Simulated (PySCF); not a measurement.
# CH4BClS (SMILES CSBCl) at PBE/cc-pV(D+d)Z

Aim: the vertical ionisation energy of CH4BClS at PBE/cc-pV(D+d)Z, from 2 runs. The job is set up through a Python script.

The calculation is run with PySCF 2.14.0.

### Step 1. The molecule

The species is CH4BClS (8 atoms), meant as a singlet with charge 0. SMILES: `CSBCl`. The coordinates come from a PBE0-D4/def2-TZVP relaxation. This is one conformer, not always the lowest.

Bond lengths: C1–S2 1.810 Å, S2–B3 1.766 Å, B3–Cl4 1.749 Å, C1–H5 1.088 Å, C1–H6 1.089 Å, C1–H7 1.089 Å, B3–H8 1.191 Å. Angles: C1–S2–B3 103.2°, S2–B3–Cl4 119.0°, S2–C1–H5 110.2°, S2–C1–H6 109.0°, S2–C1–H7 109.0°, S2–B3–H8 121.7°, Cl4–B3–H8 119.3°, H5–C1–H6 109.7°, H5–C1–H7 109.7°, H6–C1–H7 109.3°.

### Step 2. The energy at PBE/cc-pV(D+d)Z

File run.py:

```python
# CSBCl
from pyscf import gto, dft

mol = gto.Mole()
mol.atom = '''
C     -0.890061     2.237814     0.408748
S      1.850798     0.644586    -0.872864
B      1.093962    -2.584389    -0.509470
Cl     3.266014    -4.860754    -1.522363
H     -2.271262     0.860392     1.059947
H     -0.298199     3.425318     1.982512
H     -1.723808     3.417948    -1.057302
H     -0.853211    -3.248628     0.405346
'''
mol.unit = 'bohr'
mol.max_memory = 1860
mol.spin = 0
mol.basis = 'cc-pv(d+d)z'
mol.verbose = 3
mol.build()

myscf = dft.RKS(mol)
myscf.xc = 'pbe'
myscf.grids.level = 4
myscf.conv_tol = 1e-10
myscf.kernel()
if not myscf.converged:
    myscf = myscf.newton().run(myscf.mo_coeff, myscf.mo_occ)

e_tot = myscf.e_tot
print('E(%s) = %.9f' % ('PBE', e_tot))
```

Launch:

```sh
$ OMP_NUM_THREADS=1 python run.py
```

The log of the run:

```text
converged SCF energy = -923.365275489541
E(PBE) = -923.365275490
```

Run time: 16 s. Hardware: 1 thread of Arm Neoverse V1, shared host; peak memory 0.48 GiB.

### Step 3. The doublet cation at the same level

File run.py:

```python
from pyscf import gto, dft

mol = gto.M(
    atom='''
C     -0.890061     2.237814     0.408748
S      1.850798     0.644586    -0.872864
B      1.093962    -2.584389    -0.509470
Cl     3.266014    -4.860754    -1.522363
H     -2.271262     0.860392     1.059947
H     -0.298199     3.425318     1.982512
H     -1.723808     3.417948    -1.057302
H     -0.853211    -3.248628     0.405346
''',
    unit='bohr',
    verbose=3,
    spin=1,
    charge=1,
    max_memory=1860,
    basis='cc-pv(d+d)z',
)

ks = dft.UKS(mol, xc='pbe')
ks.grids.level = 4
ks.conv_tol = 1e-10
ks.kernel()
if not ks.converged:
    ks = ks.newton().run(ks.mo_coeff, ks.mo_occ)

etot = ks.e_tot
print(f'total energy: {etot:.8f} hartree')
```

Launch:

```sh
$ OMP_NUM_THREADS=1 python run.py
```

The log of the run:

```text
WARN: HOMO -0.288763957968935 >= LUMO -0.288763957968936

converged SCF energy = -923.01208052312  <S^2> = 0.75381209  2S+1 = 2.0038085
total energy: -923.01208052 hartree
```

Run time: 31 s. Hardware: 1 thread of Arm Neoverse V1, shared host; peak memory 0.49 GiB.

### Step 4. Summary of results

At PBE/cc-pV(D+d)Z:

```
                                          quantity          value
                     singlet CH4BClS: total energy  -923.36528 Eh
                    singlet CH4BClS: dipole moment         2.36 D
                      singlet CH4BClS: HOMO energy       -6.44 eV
                      singlet CH4BClS: LUMO energy       -1.80 eV
                    singlet CH4BClS: HOMO–LUMO gap        4.64 eV
                      doublet cation: total energy  -923.01208 Eh
doublet cation: HOMO energy (highest over α and β)      -12.92 eV
 doublet cation: LUMO energy (lowest over α and β)      -12.72 eV
                              doublet cation: ⟨S²⟩          0.754
vertical ionisation energy (to the doublet cation)       9.611 eV
```

Removing an electron at fixed nuclei costs 9.61 eV (222 kcal/mol). −ε(HOMO) before ionisation, 6.44 eV, is 3.17 eV below this ionisation energy.
